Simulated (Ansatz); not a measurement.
# AlFHI (SMILES [F][AlH][I]): single points off equilibrium

An exercise on one series of results from a longer session: the logs are not shown, and one member is left open.

Method: single points in def2-TZVPP; program: Ansatz 0.2.0, Gaussian basis.

Cores are frozen in the correlated methods. Filled d shells of the heavier atoms are correlated. Core potentials replace the inner electrons past krypton, and spin-orbit coupling is left out.

## The starting structure

4 atoms, charge 0, spin multiplicity 1.

Atoms are counted from 1 here; the program's logs count them from 0.

Bond lengths: F1–Al2 1.775 Å, Al2–I3 2.282 Å, Al2–H4 1.602 Å. Angles: F1–Al2–I3 128.6°, F1–Al2–H4 102.6°, I3–Al2–H4 128.7°.

As a file:

```
atom    x (Å)    y (Å)    z (Å)
  F1  -1.3929  -0.0745   1.1809
 Al2  -0.0579   0.0362   0.0164
  I3   2.0641  -0.7813   0.2039
  H4  -0.7490   0.7516  -1.2390
```

Set-up of the first run:

The input, run/in.yaml:

```yaml
crystal:
  periodic: [false, false, false]
  atoms:
    - {symbol: F, position_ang: [-1.392900, -0.074500, 1.180900]}
    - {symbol: Al, position_ang: [-0.057900, 0.036200, 0.016400]}
    - {symbol: I, position_ang: [2.064100, -0.781300, 0.203900]}
    - {symbol: H, position_ang: [-0.749000, 0.751600, -1.239000]}
basis:
  gaussian: {orbitals: def2-TZVPP}
correlation: {method: ccsd_t}
output: {forces: true}
```

The command line of these runs was not kept.

Steps of the session up to this table: CCSD(T)/def2-TZVPP; PBE0-D4/def2-TZVPP; wB97M-V/def2-TZVPP; r2SCAN-D4/def2-TZVPP; PBE-D4/def2-TZVPP; r2SCAN0-D4/def2-TZVPP; revPBE-D4/def2-TZVPP.

One of the session's tables, all rows but one given; the rest of the session is left out.

| method | RMS force component (eV/Å) | angle to CCSD(T) forces (°) | dipole (D) |
| --- | --- | --- | --- |
| CCSD(T) | 1.888 | reference | 2.50 |
| PBE0-D4 | 1.840 | 0.8 | 2.52 |
| wB97M-V | 1.820 | 1.7 | 2.43 |
| r2SCAN-D4 | 1.841 | 0.3 | 2.46 |
| PBE-D4 | 1.735 | 4.5 | 2.44 |
| r2SCAN0-D4 | 1.911 | 2.8 | 2.52 |
| revPBE-D4 | ? | ? | ? |

Estimate the missing values for revPBE-D4.

As computed: RMS force component (eV/Å): 1.742; angle to CCSD(T) forces (°): 6.5; dipole (D): 2.43. In the column «RMS force component (eV/Å)» it lies between PBE-D4 (1.735) and wB97M-V (1.820).
